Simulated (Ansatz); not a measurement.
# RuSi (singlet): from Hartree-Fock to the top rungs, def2-TZVPP

An exercise on one series of results from a longer session: the logs are not shown, and one member is left open.

The runs use Ansatz 0.2.0, Gaussian basis; def2-TZVPP, core rule «outside noble gas», up to 9 orbitals frozen.

Plan: UHF; CCSD(T) on RHF; CCSD(T) on UHF; CCSDT(Q) on RHF; CCSDT(Q) on UHF; CASSCF and NEVPT2, 12 electrons in 10 orbitals.

6 further runs of the same task are left out: 2 for a known fault of the program, 4 set aside as unsound or not needed.

## What is computed

The geometry is a PBE0/def2-TZVP stationary point (not a proven minimum). No spin-orbit coupling is included. Elements past krypton take def2 core potentials.

2 atoms, charge 0, spin multiplicity 1.

Atoms are counted from 1 here; the program's logs count them from 0.

Bond lengths: Ru1–Si2 2.032 Å.

The first run:

Contents of in.yaml:

```yaml
crystal:
  periodic: [false, false, false]
  atoms:
    - {symbol: Ru, position_ang: [0.000000, 0.000000, 0.000000]}
    - {symbol: Si, position_ang: [0.000000, 0.000000, 2.032000]}
basis:
  gaussian: {orbitals: def2-TZVPP}
magnetization: {spin_polarized: true, initial_magnetization: 0}
hamiltonian: {xc: hf}
output: {orbitals: {seedname: orbitals}}
```

Command:

```bash
> ansatz run in.yaml --threads 1 --pin off --events-out ev --progress --plain --max-ram 4096MiB --backend cpu
```

Among the steps run: UHF; CCSD(T) on RHF; CCSD(T) on UHF; CCSDT(Q) on RHF; CCSDT(Q) on UHF; CASSCF and NEVPT2, 12 electrons in 10 orbitals.

One table of the session follows, with a row left open; its other results are not shown here.

| method | from RCCSDT(Q) (kJ/mol) |
| --- | --- |
| UHF | +995.4 |
| RMP2 | -78.9 |
| UMP2 | +149.5 |
| RCCSD | +127.0 |
| UCCSD | +61.3 |
| RCCSD(T) | +21.7 |
| UCCSD(T) | ? |
| RCCSDT | +25.7 |
| UCCSDT | -23.9 |
| RCCSDT(Q) | 0 |
| UCCSDT(Q) | -42.2 |
| CASSCF valence | +814.3 |
| NEVPT2 valence | +126.9 |

Q: Estimate the row for UCCSD(T) from the others.

**Answer.** from RCCSDT(Q) (kJ/mol): -7.8. In the column «from RCCSDT(Q) (kJ/mol)» it lies between UCCSDT (-23.9) and RCCSDT(Q) (0).

Left out of the table: RHF (another determinant or state than the rows shown).

To keep in mind: The determinant is far from a pure spin state, so its energy mixes those of several spin states (harmless only where they are near-degenerate, as at dissociation). The program flags RCCSD(T), UCCSD(T), UCCSDT(Q) as in doubt, so those rows may rest on another solution; read them beside their warnings. Warnings: restricted reference is unstable; spin contamination; coupled cluster took another determinant than the lowest; large T1 diagnostic. Restricted and unrestricted rows rest on different reference determinants; where their highest levels disagree by more than a few hundredths of an eV, they describe different states and don't form one ladder.
